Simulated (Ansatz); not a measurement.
# ScAl3F: the cost of one run

Method: DFT PBE, scalar-relativistic, plane waves, PAW, in Ansatz 0.2.0.

**1. The structure to begin with**

It takes space group P4mm (No. 99, tetragonal). Conventional cell: a = 3.973 Å, b = 3.973 Å, c = 3.991 Å, α = 90.00°, β = 90.00°, γ = 90.00°. Sc (site symmetry 4mm) has 6 Al at 1.86 to 2.13 Å as nearest neighbours. Al (site symmetry 4mm) is surrounded by 2 Sc at 1.86 to 2.13 Å. Around Al (site symmetry 2mm) lie 2 Sc at 1.99 Å and 4 F at 2.77 to 2.86 Å and 8 Al at 2.81 to 2.82 Å. F (site symmetry 4mm) has 12 Al at 2.77 to 2.86 Å as nearest neighbours.

As a file:

```xyz
5
Lattice="3.9725 0.0000 0.0000 0.0000 3.9725 0.0000 0.0000 0.0000 3.9906" Properties=species:S:1:pos:R:3 pbc="T T T"
Sc    1.9863    1.9863    1.9235
Al    1.9863    1.9863    0.0638
Al    1.9863    0.0000    2.0551
Al    0.0000    1.9863    2.0551
F     0.0000    0.0000    0.0000
```

Recipe of the guess: species swapped into a database cell of BaTiO3 (P4mm, No. 99), with F on the Ba sites, Sc on the Ti sites and Al on the O sites. Its size is a rough estimate.

**2. The guess as it stands, on a coarse mesh**

input.yaml reads:

```yaml
crystal:
  lattice:
    - [3.97250592, 0.0, 0.0]
    - [0.0, 3.97250592, 0.0]
    - [0.0, 0.0, 3.99058188]
  atoms:
    - { symbol: Sc, position: [0.5, 0.5, 0.48199999] }
    - { symbol: Al, position: [0.5, 0.5, 0.016] }
    - { symbol: Al, position: [0.5, 0.0, 0.51499999] }
    - { symbol: Al, position: [0.0, 0.5, 0.51499999] }
    - { symbol: F, position: [0.0, 0.0, 0.0] }
basis:
  ecutwfc: 420
kpoints:
  mp_grid: { grid: [4, 4, 4] }
hamiltonian:
  xc: pbe
scf:
  occupations: { method: gaussian, width: 0.1 }
  lower_state_search: "off"
output:
  forces: true
  stress: true
  eigenvalues: true
```

Started as:

```sh
$ ansatz run input.yaml --threads 1 --pin off --max-ram 2560MiB --backend cpu --events-out ev --progress --plain --runs-dir out
```

**Question.** How long does this run take on 1 thread of Intel Xeon at 2.70GHz, shared host, and how much memory does it need?

About 2.7 s, with a peak of 0.35 GiB.
